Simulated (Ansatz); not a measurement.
**YbH3 in Ansatz: convergence with smearing width**

Input of the first run (smearing width 0.3 eV); the others differ in this setting and in those tied to it:

Contents of input.yaml:

```yaml
crystal:
  lattice:
    - [0.0, 2.604971, 2.604971]
    - [2.604971, 0.0, 2.604971]
    - [2.604971, 2.604971, 0.0]
  atoms:
    - { symbol: Yb, position: [0.011384, 0.008234, -0.013026], spin: 1.0 }
    - { symbol: H, position: [0.512377, 0.479455, 0.493168] }
    - { symbol: H, position: [0.237321, 0.255442, 0.250173] }
    - { symbol: H, position: [0.754466, 0.737571, 0.752379] }
hamiltonian:
  xc: pbe
  pseudopotentials: { kind: paw }
magnetization:
  spin_polarized: true
kpoints:
  mp_grid: { grid: [6, 6, 6] }
scf:
  occupations: { method: gaussian, width: 0.3 }
output:
  forces: true
  stress: true
  eigenvalues: true
```

Potentials or basis: Ansatz PAW.

Command:

```bash
$ ansatz run input.yaml --threads 2 --pin off --max-ram 5632MiB --backend cpu --events-out ev --progress --plain --runs-dir out
```

The cell isn't the ideal one: atoms moved at random, drawn with an rms of 0.05 Å.

The cell comes from a database or a generator and needn't be the stable form of this composition.

Hardware: 2 threads of Arm Neoverse V2, with other jobs on the host.

**Question.** The values tried are 0.3 eV, 0.2 eV, 0.15 eV, 0.1 eV, 0.05 eV, 0.025 eV, 0.01 eV, 0.005 eV, loosest first. From which on does the pressure stay within 0.1 GPa of the tightest run that finished?

**Answer.** From 0.2 eV on.

| smearing width | energy less the tightest run, at zero smearing (meV/atom) | pressure (GPa) | largest force (eV/Å) | absolute moment (μB) | SCF cycles | CPU time (s) | peak memory (GiB) |
| --- | --- | --- | --- | --- | --- | --- | --- |
| 0.3 eV | 1.93 | -5.02 | 0.326 | 0.23 | 14 | 27 | 0.46 |
| 0.2 eV | 0.00 | -5.14 | 0.334 | 0.00 | 18 | 34 | 0.46 |
| 0.15 eV | -0.49 | -5.17 | 0.336 | 0.00 | 17 | 29 | 0.46 |
| 0.1 eV | -0.17 | -5.17 | 0.337 | 0.00 | 13 | 26 | 0.46 |
| 0.05 eV | -0.11 | -5.18 | 0.337 | 0.16 | 14 | 28 | 0.46 |
| 0.025 eV | -0.01 | -5.18 | 0.337 | 0.17 | 16 | 32 | 0.45 |
| 0.01 eV | 0.00 | -5.18 | 0.336 | 0.17 | 17 | 32 | 0.46 |
| 0.005 eV | 0.00 | -5.18 | 0.336 | 0.17 | 13 | 25 | 0.46 |

Against the tightest run, the energy stays within 1 meV/atom from 0.2 eV on; the largest force stays within 0.005 eV/Å from 0.2 eV on; the absolute moment stays within 0.02 μB from 0.05 eV on. Narrower smearing needs a denser k mesh, so at a fixed mesh the narrowest width isn't the most accurate. The tightest run that finished is the yardstick and may itself not be fully converged.

Caveat, for the tightest run too: spin-orbit coupling is left out, which moves the levels of the heavy elements; without U or exact exchange the open f shell lies at the Fermi level, which spoils levels, moments and volumes. The state reached can hang on the start; a lower one may exist.
